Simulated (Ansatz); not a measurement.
# H6OW: the cost of one run

Program: Ansatz 0.2.0. Level of theory: RKS B3LYP/def2-SVP. These are calculated values, not measurements.

1 further run of the same task is left out (it didn't finish).

### Step 1. The structure to begin with

Bond lengths: W1–H2 1.920 Å, W1–H3 1.920 Å, W1–H4 1.720 Å, W1–O5 1.940 Å, O5–H6 1.010 Å, W1–H7 1.720 Å, W1–H8 1.720 Å. Angles (14 of 16 angles, heavy atoms first): H2–W1–O5 119.8°, H3–W1–O5 150.2°, H4–W1–O5 90.0°, O5–W1–H7 90.0°, O5–W1–H8 90.0°, W1–O5–H6 109.5°, H2–W1–H3 30.5°, H2–W1–H4 90.0°, H2–W1–H7 90.0°, H2–W1–H8 150.2°, H3–W1–H4 90.0°, H3–W1–H7 90.0°, H3–W1–H8 119.8°, H4–W1–H7 180.0°.

Coordinates:

```xyz
8

W     0.0000    0.0000    0.0000
H     0.9528    0.0000    1.6669
H     1.6669    0.0000    0.9528
H     0.0000    1.7200    0.0000
O    -1.9400    0.0000    0.0000
H    -2.2771   -0.1263    0.9437
H     0.0000   -1.7200    0.0000
H     0.0000    0.0000   -1.7200
```

### Step 2. Pulling towards end A

Springs on the bonds that form and break draw the guess towards this end; the thresholds are loose.

Input file input.yaml:

```yaml
crystal:
  periodic: [false, false, false]
  atoms:
    - { symbol: W, position_ang: [0.0, 0.0, 0.0] }
    - { symbol: H, position_ang: [0.9528, 0.0, 1.6669] }
    - { symbol: H, position_ang: [1.6669, 0.0, 0.9528] }
    - { symbol: H, position_ang: [0.0, 1.72, 0.0] }
    - { symbol: O, position_ang: [-1.94, 0.0, 0.0] }
    - { symbol: H, position_ang: [-2.2771, -0.1263, 0.9437] }
    - { symbol: H, position_ang: [0.0, -1.72, 0.0] }
    - { symbol: H, position_ang: [0.0, 0.0, -1.72] }
basis:
  gaussian: { orbitals: def2-SVP }
hamiltonian:
  xc: b3lyp
relax:
  f_tol: 0.15
  max_steps: 25
  restrain:
    - { distance: [1, 2], at: 1.86, k: 30.0 }
    - { distance: [0, 1], at: 1.72, k: 30.0 }
    - { distance: [0, 2], at: 1.72, k: 30.0 }
```

Started as:

```bash
> ansatz run input.yaml --threads 1 --pin off --max-ram 2048MiB --backend cpu --events-out ev --progress --plain --runs-dir out
```

Q: Estimate wall time and peak memory on 1 thread of AMD EPYC 9R45 (Zen 5), shared host.

About 23 s, with a peak of 0.16 GiB.
